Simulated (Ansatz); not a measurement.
# ScHO2 and its elements: a formation energy from the elements

Computed with the Ansatz DFT code, driven from Python.

Input file `scho2_scho2.cif`:
```cif
data_ScHO2
_cell_length_a 3.233532
_cell_length_b 3.233532
_cell_length_c 9.062126
_cell_angle_alpha 90.00000
_cell_angle_beta 90.00000
_cell_angle_gamma 120.00000
_symmetry_space_group_name_H-M 'P 1'
_symmetry_Int_Tables_number 1
loop_
_symmetry_equiv_pos_as_xyz
'x, y, z'
loop_
_atom_site_label
_atom_site_type_symbol
_atom_site_fract_x
_atom_site_fract_y
_atom_site_fract_z
Sc1 Sc    0.000000    0.000000    0.500000
Sc2 Sc    0.000000    0.000000    0.000000
H3 H    0.666667    0.333333    0.750000
H4 H    0.333333    0.666667    0.250000
O5 O    0.666667    0.333333    0.615588
O6 O    0.666667    0.333333    0.884412
O7 O    0.333333    0.666667    0.115588
O8 O    0.333333    0.666667    0.384412
```

Input file `scho2_sc.extxyz`:
```text
2
Lattice="3.309 0.0 0.0 -1.6545 2.86567806 0.0 0.0 0.0 5.2733" Properties=species:S:1:pos:R:3 pbc="T T T"
Sc   -0.00000000    1.91045204    1.31832500
Sc    1.65450000    0.95522602    3.95497500
```

`scho2_h2.extxyz`
```text
2
Lattice="9.0 0.0 0.0 0.0 9.5 0.0 0.0 0.0 10.0" Properties=species:S:1:pos:R:3 pbc="T T T"
H     4.50000000    4.75000000    4.62500000
H     4.50000000    4.75000000    5.37500000
```

Input file `scho2_o2.xyz`:
```text
2
Lattice="9.0 0.0 0.0 0.0 9.5 0.0 0.0 0.0 10.0" Properties=species:S:1:pos:R:3:initial_magmoms:R:1 pbc="T T T"
O     4.50000000    4.75000000    4.38500000  1.00
O     4.50000000    4.75000000    5.61500000  1.00
```

The cells in order, each with its output:

**Cell 1**
```python
from collections import Counter
import warnings

import ansatz as az
from ase.io import read
import numpy as np
import pandas as pd
```

**Cell 2**
```python
POLARISED = {"O2"}
```

**Cell 3**
```python
GASES = {"H2", "O2"}


def solve(name, crystal):
    calc = crystal.calculation()
    calc = calc.functional("LDA")
    calc = calc.basis(420)
    calc = calc.accuracy("medium")
    calc = calc.scf(tolerance=1e-09)
    calc = calc.kpoints(spacing=0.39).occupations("fermi_dirac", width=0.05)
    calc = calc.stress()
    if name in POLARISED:
        calc = calc.spin("collinear")
    if name in GASES:
        return calc.kpoints(1, 1, 1).relax(force_tolerance=0.02, max_steps=40).run(threads=1, pin="off")
    calc = calc.relax(force_tolerance=0.02, max_steps=40, cell=True)
    return calc.run(threads=1, pin="off")
```

**Cell 4**
```python
def counts(outcome):
    return Counter(site.symbol for site in outcome.lattice.sites)

def formation_energy(outcome, mu):
    n = counts(outcome)
    return (outcome.report["energy_sigma0_ev"] - sum(k * mu[element] for element, k in n.items())) / sum(n.values())
```

**Cell 5**
```python
def volume_per_atom(outcome):
    return abs(np.linalg.det(outcome.lattice.cell_ang)) / len(outcome.lattice.sites)
```

**Cell 6**
```python
warnings.simplefilter("ignore")
```

**Cell 7**
```python
phases = {}
atoms = read("scho2_scho2.cif")
scho2 = az.Crystal.from_ase(atoms)
phases["ScHO2"] = scho2
sc = az.Crystal.from_extxyz("scho2_sc.extxyz")
phases["Sc"] = sc
h2 = az.Crystal.from_extxyz("scho2_h2.extxyz")
phases["H2"] = h2
o2 = az.Crystal.from_extxyz("scho2_o2.xyz")
phases["O2"] = o2

done = {}
for name, crystal in phases.items():
    done[name] = solve(name, crystal)
    print(f"{name}: {done[name].report['energy_sigma0_ev']:.4f} eV, {len(done[name].lattice.sites)} atoms")
```
Output:
```text
ScHO2: -6441.7022 eV, 8 atoms
Sc: -4178.0500 eV, 2 atoms
H2: -30.9564 eV, 2 atoms
O2: -1104.7033 eV, 2 atoms
```

**Cell 8**
```python
# chemical potentials of the elements at zero temperature
references = {"Sc": "Sc", "H": "H2", "O": "O2"}
mu = {element: done[name].report["energy_sigma0_ev"] / len(done[name].lattice.sites) for element, name in references.items()}

target = done["ScHO2"]
heat = formation_energy(target, mu)
rows = [(name, len(o.lattice.sites), volume_per_atom(o), formation_energy(o, mu)) for name, o in done.items()]
print(pd.DataFrame(rows, columns=["phase", "atoms", "V (A^3/atom)", "E_form (eV/atom)"]).round(4).to_string(index=False))
# no correction for the overbinding of the gas molecule is applied
```
Output:
```text
phase  atoms  V (A^3/atom)  E_form (eV/atom)
ScHO2      8        9.6534           -2.9112
   Sc      2       22.5334            0.0000
   H2      2      427.5000            0.0000
   O2      2      427.5000            0.0000
```

Reading the output:
- The settings weren't tested for convergence.
- Spin is left out but for O2.
- For the metals among these phases the mesh is modest: differences between phases can be off by up to 40 meV an atom.
- The program warned that this SCF threshold is loose for forces or stresses.
- The cells come from databases of deposited and of computed structures, and not all need be stable phases.
- The compound is the structure given, not necessarily its lowest; energies are at zero temperature, with no correction for gases. Magnetic phases start from parallel moments and may not end in their lowest magnetic state. A semilocal functional's error on such energies is often 0.05 to 0.1 eV an atom, and 0.1 to 0.3 eV against gases such as O2 or F2.
- The script silences warnings, which a real study should read.
- Timing: 36 s on 1 thread of Arm Neoverse V1, with other jobs on the host, peak memory 0.74 GiB.
